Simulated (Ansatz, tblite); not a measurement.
# The cluster Zn₈H₂₂S₈: a ladder of methods and basis sets

One table from this session's results is given with a row withheld; the runs are named, their logs left out.

The runs use Ansatz 0.2.0, Gaussian basis; as each input shows.

Levels to be run: GFN1-xTB, GFN2-xTB, PBE-D4/def2-SVP, r2SCAN-D4/def2-SVP, r2SCANh-D4/def2-SVP, B3LYP-D4/def2-SVP, PBE-QIDH/def2-SVP, PBE0-D4/def2-TZVP, PBE-D4/def2-TZVP, MP2/def2-SVP, RPA/def2-SVP.

2 further runs of the same task are left out: 2 set aside as unsound or not needed.

## The structure

The geometry is that of the singlet, from an earlier relaxation (PBE-D4/def2-SVP).

38 atoms, charge 0, spin multiplicity 1.

Bond lengths: Zn1–Zn11 2.734 Å, Zn1–H17 1.565 Å, Zn1–H18 1.604 Å, S2–Zn5 2.541 Å, S2–H19 1.381 Å, S2–H20 1.363 Å, S3–Zn4 2.425 Å, S3–Zn11 2.373 Å, S3–H21 1.361 Å, Zn4–S6 2.537 Å, Zn4–S7 2.426 Å, Zn4–H22 1.569 Å, Zn5–S6 2.436 Å, Zn5–S12 2.453 Å, Zn5–H23 1.561 Å, S6–Zn9 2.437 Å, S6–H24 1.361 Å, S7–Zn14 2.374 Å and more. Angles: Zn11–Zn1–H17 117.1°, Zn11–Zn1–H18 91.4°, H17–Zn1–H18 151.2°, Zn5–S2–H19 90.9°, Zn5–S2–H20 93.3°, H19–S2–H20 91.2°, Zn4–S3–Zn11 119.9°, Zn4–S3–H21 99.9°, Zn11–S3–H21 98.1°, S3–Zn4–S6 93.8°, S3–Zn4–S7 109.3°, S3–Zn4–H22 120.1°, S6–Zn4–S7 93.8°, S6–Zn4–H22 113.2°, S7–Zn4–H22 120.2°, S2–Zn5–S6 96.8°, S2–Zn5–S12 102.2°, S2–Zn5–H23 113.6° and more.

PBE0-D4/def2-SVP was run before; its log isn't repeated, and its numbers join the tables.

Set-up of the first run:

Tight binding, by tblite at 300 K electronic temperature and without a spin-polarisation term:

```python
tblite.interface.Calculator('GFN1-xTB', numbers, positions, charge=0, uhf=0).singlepoint()
```

Tight binding, by tblite at 300 K electronic temperature and without a spin-polarisation term:

```python
tblite.interface.Calculator('GFN2-xTB', numbers, positions, charge=0, uhf=0).singlepoint()
```

start.molden holds the orbitals of an earlier run on this state, given as this run's starting guess.

in.yaml reads:

```yaml
crystal:
  periodic: [false, false, false]
  atoms:
    - {symbol: Zn, position_ang: [2.431816, -3.789865, -1.461172]}
    - {symbol: S, position_ang: [0.128940, -4.207902, 1.031828]}
    - {symbol: S, position_ang: [-0.092638, -2.338286, -1.743003]}
    - {symbol: Zn, position_ang: [-2.190060, -1.265757, -1.167141]}
    - {symbol: Zn, position_ang: [0.379795, -2.004725, 2.272648]}
    - {symbol: S, position_ang: [-1.524135, -0.880845, 1.250134]}
    - {symbol: S, position_ang: [-2.072368, 1.088626, -1.741585]}
    - {symbol: Zn, position_ang: [-2.063034, 4.016188, -1.451740]}
    - {symbol: Zn, position_ang: [-1.543074, 1.330694, 2.273064]}
    - {symbol: S, position_ang: [-3.576196, 2.216254, 1.034256]}
    - {symbol: Zn, position_ang: [1.934185, -1.107596, -1.639918]}
    - {symbol: S, position_ang: [1.958456, -0.783245, 0.846601]}
    - {symbol: S, position_ang: [1.550767, 0.900077, -2.792382]}
    - {symbol: Zn, position_ang: [0.004826, 2.234021, -1.635477]}
    - {symbol: Zn, position_ang: [2.344640, 1.354130, 1.819806]}
    - {symbol: S, position_ang: [0.301596, 2.090258, 0.847181]}
    - {symbol: H, position_ang: [2.435834, -4.603771, -2.797606]}
    - {symbol: H, position_ang: [2.456825, -3.717740, 0.141001]}
    - {symbol: H, position_ang: [-0.981977, -4.530965, 1.786050]}
    - {symbol: H, position_ang: [0.944621, -4.877511, 1.894332]}
    - {symbol: H, position_ang: [-0.219480, -2.386402, -3.097607]}
    - {symbol: H, position_ang: [-3.541301, -2.047970, -1.317979]}
    - {symbol: H, position_ang: [0.633758, -2.174783, 3.803684]}
    - {symbol: H, position_ang: [-2.537728, -1.463955, 1.947472]}
    - {symbol: H, position_ang: [-2.174123, 1.000112, -3.096377]}
    - {symbol: H, position_ang: [-2.775612, 4.434632, -2.780443]}
    - {symbol: H, position_ang: [-1.982927, 3.985274, 0.150465]}
    - {symbol: H, position_ang: [-1.565453, 1.624472, 3.806355]}
    - {symbol: H, position_ang: [-4.410341, 1.411566, 1.785441]}
    - {symbol: H, position_ang: [-3.747407, 3.254236, 1.901484]}
    - {symbol: H, position_ang: [3.220004, -2.047477, -1.892424]}
    - {symbol: H, position_ang: [3.069103, -1.530226, 1.097346]}
    - {symbol: H, position_ang: [2.721662, 1.577365, -2.622262]}
    - {symbol: H, position_ang: [3.278665, 1.859651, -0.472764]}
    - {symbol: H, position_ang: [-0.167179, 3.816815, -1.894048]}
    - {symbol: H, position_ang: [3.374289, 1.948886, 2.806113]}
    - {symbol: H, position_ang: [3.789337, 2.191166, 0.005248]}
    - {symbol: H, position_ang: [0.205903, 3.424649, 1.103431]}
basis:
  gaussian: {orbitals: def2-SVP, fitting: {mean_field: def2-universal-jkfit}, initial_orbitals: start.molden}
hamiltonian: {xc: pbe, dispersion: d4}
scf: {omitted_lower_state_checks: [starts]}
output: {forces: true, orbitals: {seedname: orbitals}}
```

The run is started by

```bash
ansatz run in.yaml --threads 2 --pin off --events-out ev --progress --plain --max-ram 32768MiB --backend cuda --devices 0, --max-vram 18GiB
```

Among the steps run: PBE-D4/def2-SVP; r2SCAN-D4/def2-SVP; r2SCANh-D4/def2-SVP; B3LYP-D4/def2-SVP; PBE-QIDH/def2-SVP; PBE0-D4/def2-TZVP; PBE-D4/def2-TZVP; MP2/def2-SVP; RPA/def2-SVP.

One table of the session follows, with a row left open; its other results are not shown here.

It belongs to the step «Binding energy». 

| level | binding an atom (eV) |
| --- | --- |
| HF/def2-SVP | 1.614 |
| PBE-D4/def2-SVP | 2.365 |
| PBE-D4/def2-TZVP | 2.299 |
| r2SCAN-D4/def2-SVP | 2.431 |
| r2SCANh-D4/def2-SVP | 2.414 |
| B3LYP-D4/def2-SVP | 2.322 |
| PBE0-D4/def2-SVP | 2.348 |
| PBE0-D4/def2-TZVP | ? |
| MP2/def2-SVP | 2.141 |

Q: Estimate the row for PBE0-D4/def2-TZVP from the others.

**Answer.** binding an atom (eV): 2.298. In the column «binding an atom (eV)» it lies between MP2/def2-SVP (2.141) and PBE-D4/def2-TZVP (2.299).

Limits of these values: Free atoms were run apart at each level; binding is atoms less cluster, divided by the number of atoms, without zero-point or spin-orbit terms.
